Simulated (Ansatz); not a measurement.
# CH2AlNO: how energies converge with the basis set

How large a basis does CH2AlNO need? Two functionals are run in growing sets.

Program: Ansatz 0.2.0, Gaussian basis. Level of theory: one geometry, several basis sets. These are calculated values, not measurements.

Plan: PBE0-D4/def2-SVP; ωB97M-V/def2-SVP; PBE0-D4/def2-QZVPP; ωB97M-V/def2-QZVPP; the functionals' def2-TZVPP values are taken from earlier runs.

**1. The geometry**

The geometry comes from an earlier relaxation with PBE0-D4/def2-TZVP; it is a stationary point.

SMILES `N#[C][AlH][OH]`, 6 atoms, charge 0, spin multiplicity 1.

Atoms are counted from 1 here; the program's logs count them from 0.

Bond lengths: N1–C2 1.153 Å, C2–Al3 1.929 Å, Al3–O4 1.681 Å, Al3–H5 1.568 Å, O4–H6 0.955 Å. Angles: N1–C2–Al3 177.3°, C2–Al3–O4 113.9°, C2–Al3–H5 120.8°, O4–Al3–H5 125.2°, Al3–O4–H6 125.4°.

**2. PBE0-D4 in def2-SVP**

in.yaml reads:

```yaml
crystal:
  periodic: [false, false, false]
  atoms:
    - {symbol: N, position_ang: [2.424442, -1.063881, 0.896597]}
    - {symbol: C, position_ang: [1.389141, -0.717913, 0.524132]}
    - {symbol: Al, position_ang: [-0.370744, -0.226522, -0.095387]}
    - {symbol: O, position_ang: [-0.557274, 1.418349, -0.385475]}
    - {symbol: H, position_ang: [-1.485804, -1.312087, -0.291072]}
    - {symbol: H, position_ang: [-1.357661, 1.838153, -0.694896]}
basis:
  gaussian: {orbitals: def2-SVP}
hamiltonian: {xc: pbe0, dispersion: d4}
output: {orbitals: {seedname: orbitals}}
```

The run is started by

```console
$ ansatz run in.yaml --threads 2 --pin off --events-out ev --progress --plain --max-ram 4352MiB
```

After this run come: ωB97M-V in def2-SVP; PBE0-D4 in def2-QZVPP; ωB97M-V in def2-QZVPP.

Before running them: what should the planned runs give, taken together? Wanted: PBE0-D4: double and triple zeta above quadruple; ωB97M-V: double and triple zeta above quadruple.

The runs gave:

```
                                       quantity          value
PBE0-D4: double and triple zeta above quadruple  8.41, 0.47 eV
ωB97M-V: double and triple zeta above quadruple  8.52, 0.44 eV
```

**Reading.** PBE0-D4 gains 7.94 eV from double to triple zeta, then 0.47 eV more. These are total energies; as a rule much of such shifts cancels in differences, which this series doesn't test.
